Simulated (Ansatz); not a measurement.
**Mo: properties at the relaxed cell**

One table from this session's results is given with a row withheld; the runs are named, their logs left out.

Program: Ansatz 0.2.0. Level of theory: DFT r2SCAN, scalar-relativistic, plane waves, PAW. These are calculated values, not measurements.

1 further run of the same task is left out (set aside as unsound or not needed).

**The system as given**

Symmetry: Im-3m, No. 229, cubic system. Conventional cell: a = 3.150 Å, b = 3.150 Å, c = 3.150 Å, α = 90.00°, β = 90.00°, γ = 90.00°. Around Mo (site symmetry m-3m) lie 8 Mo at 2.73 Å.

Coordinates:

```cif
data_structure
_symmetry_space_group_name_H-M 'P 1'
_symmetry_Int_Tables_number 1
_cell_length_a 2.7284
_cell_length_b 2.7284
_cell_length_c 2.7284
_cell_angle_alpha 109.471
_cell_angle_beta 109.471
_cell_angle_gamma 109.471
_cell_volume 15.63
loop_
_atom_site_label
_atom_site_type_symbol
_atom_site_fract_x
_atom_site_fract_y
_atom_site_fract_z
_atom_site_occupancy
Mo1 Mo 0.00000 0.00000 0.00000 1
```

This cell was relaxed beforehand with the same method: volume 15.63 Å³/atom, gap on the mesh none (metal).

Set-up of the first run:

input.yaml reads:

```yaml
crystal:
  lattice:
    - [-1.5752359802, 1.5752359802, 1.5752359802]
    - [1.5752359802, -1.5752359802, 1.5752359802]
    - [1.5752359802, 1.5752359802, -1.5752359802]
  atoms:
    - { symbol: Mo, position: [0.0, 0.0, 0.0] }
basis:
  ecutwfc: 500
kpoints:
  mp_grid: { grid: [18, 18, 18] }
  band_path:
    path:
      - [[0.0, 0.0, 0.0], [0.5, -0.5, 0.5], [0.0, 0.0, 0.5], [0.0, 0.0, 0.0], [0.25, 0.25, 0.25], [0.5, -0.5, 0.5]]
      - [[0.25, 0.25, 0.25], [0.0, 0.0, 0.5]]
    npoints: 14
hamiltonian:
  xc: r2scan
scf:
  occupations: { method: gaussian, width: 0.1 }
  n_extra_bands: 6
output:
  forces: true
  stress: true
  eigenvalues: true
  populations: true
  dos: { projected: true, de: 0.02, nscf_kmesh: { grid: [27, 27, 27] } }
  bader: true
```

Command:

```console
ansatz run input.yaml --threads 1 --pin off --max-ram 2560MiB --backend cpu --events-out ev --progress --plain --runs-dir out
```

Among the steps run: Electronic structure at the relaxed geometry; The cell as listed, for comparison; The cell scaled to 0.97 of its volume; Volume × 1.03; The cell scaled to 0.94 of its volume; Point at V/V0 = 1.06; Point at V/V0 = 0.91; Point at V/V0 = 1.10; Point at V/V0 = 0.88.

One table of the session follows, with a row left open; its other results are not shown here.

```
volume (Å³/atom)  energy above the lowest point (meV/atom)  pressure (GPa)
          13.759                                     237.0           45.50
          14.228                                     125.2           31.21
          14.697                                      52.3           19.06
          15.166                                      12.3            8.76
          15.635                                       0.0           -0.01
          16.104                                      11.3           -7.53
          16.573                                         ?               ?
          17.198                                     112.2          -21.21
```

**Question.** Estimate the row for volume (Å³/atom) = 16.573.

Worked estimate for «energy above the lowest point (meV/atom)». A straight line through the neighbours (16.104, 11.3) and (17.198, 112.2) gives 11.3 + (112.2 − 11.3) × (16.573 − 16.104) / (17.198 − 16.104) = 54.6; a parabola fitted to 3 rows on both sides gives 41.8.

As computed: energy above the lowest point (meV/atom): 43.0; pressure (GPa): -14.00. In «energy above the lowest point (meV/atom)» the line misses by +11.6 and the parabola by -1.2.
